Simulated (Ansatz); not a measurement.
# Ni5Pt: the cost of one run

Program: Ansatz 0.2.0. Level of theory: DFT PBE, scalar-relativistic, plane waves, PAW. These are calculated values, not measurements.

1 further run of the same task is left out (it didn't finish). Runs told in other sessions of the task aren't counted.

## 1. Starting point

Symmetry: Pmmm, No. 47, orthorhombic system. The conventional cell has a = 2.602 Å, b = 3.538 Å, c = 7.702 Å, α = 90.00°, β = 90.00°, γ = 90.00°. Ni (site symmetry mm2) is surrounded by 11 Ni at 2.44 to 2.60 Å and 1 Pt at 2.63 Å. Ni (site symmetry mmm) has 12 Ni at 2.45 to 2.60 Å in its first shell of neighbours. Around Ni (site symmetry mm2) lie 8 Ni at 2.45 to 2.80 Å and 4 Pt at 2.60 Å. Pt (site symmetry mmm) is surrounded by 2 Pt at 2.60 Å and 10 Ni at 2.60 to 2.63 Å.

Coordinates:

```xyz
6
Lattice="2.6022 0.0000 0.0000 0.0000 3.5379 0.0000 0.0000 0.0000 7.7019" Properties=species:S:1:pos:R:3 pbc="T T T"
Ni    0.0000    0.0000    2.6297
Ni    1.3011    1.7690    3.8509
Ni    0.0000    0.0000    5.0721
Ni    1.3011    1.7690    6.3026
Ni    1.3011    1.7690    1.3993
Pt    0.0000    0.0000    0.0000
```

It is the end of an earlier relaxation with the same method, from a generated guess; it needn't be the stable form of this composition. At a tolerance of 0.05 Å it has space group Pmmm (No. 47); it has 11.82 Å³/atom, an uncorrected energy of -0.02 eV/atom over the elements.

## 2. Bands, states and charges

File input.yaml:

```yaml
crystal:
  lattice:
    - [2.60223339, 0.0, 0.0]
    - [0.0, 3.5379473391, 0.0]
    - [0.0, 0.0, 7.7018812939]
  atoms:
    - { symbol: Ni, position: [0.0, 0.0, 0.3414412451], spin: 0.8 }
    - { symbol: Ni, position: [0.5, 0.5, 0.5], spin: 0.81 }
    - { symbol: Ni, position: [0.0, 0.0, 0.6585587549], spin: 0.8 }
    - { symbol: Ni, position: [0.5, 0.5, 0.8183186168], spin: 0.76 }
    - { symbol: Ni, position: [0.5, 0.5, 0.1816813832], spin: 0.76 }
    - { symbol: Pt, position: [0.0, 0.0, 0.0], spin: 0.34 }
basis:
  ecutwfc: 420
kpoints:
  mp_grid: { grid: [14, 10, 6] }
  band_path:
    path:
      - [[0.0, 0.0, 0.0], [0.5, 0.0, 0.0], [0.5, 0.5, 0.0], [0.0, 0.5, 0.0], [0.0, 0.0, 0.0], [0.0, 0.0, 0.5], [0.5, 0.0, 0.5], [0.5, 0.5, 0.5], [0.0, 0.5, 0.5], [0.0, 0.0, 0.5]]
      - [[0.5, 0.0, 0.0], [0.5, 0.0, 0.5]]
      - [[0.0, 0.5, 0.0], [0.0, 0.5, 0.5]]
      - [[0.5, 0.5, 0.0], [0.5, 0.5, 0.5]]
    npoints: 14
hamiltonian:
  xc: pbe
scf:
  occupations: { method: gaussian, width: 0.1 }
  n_extra_bands: 15
output:
  forces: true
  stress: true
  eigenvalues: true
  populations: true
  dos: { projected: true, de: 0.02, nscf_kmesh: { grid: [17, 12, 8] } }
  bader: true
  write_density: true
  write_potential: true
  elf: true
  volumetric_format: npy
magnetization:
  spin_polarized: true
checkpoint:
  read: start.run
  write: ck
  compress: false
  write_wavefunctions: false
  write_every: 100000
```

Started as:

```console
$ ansatz run input.yaml --threads 4 --pin off --max-ram 8192MiB --backend cpu --events-out ev --progress --plain --runs-dir out
```

Q: Estimate wall time and peak memory on 4 threads of Arm Neoverse V1, shared host.

About 94 s, with a peak of 1.5 GiB.
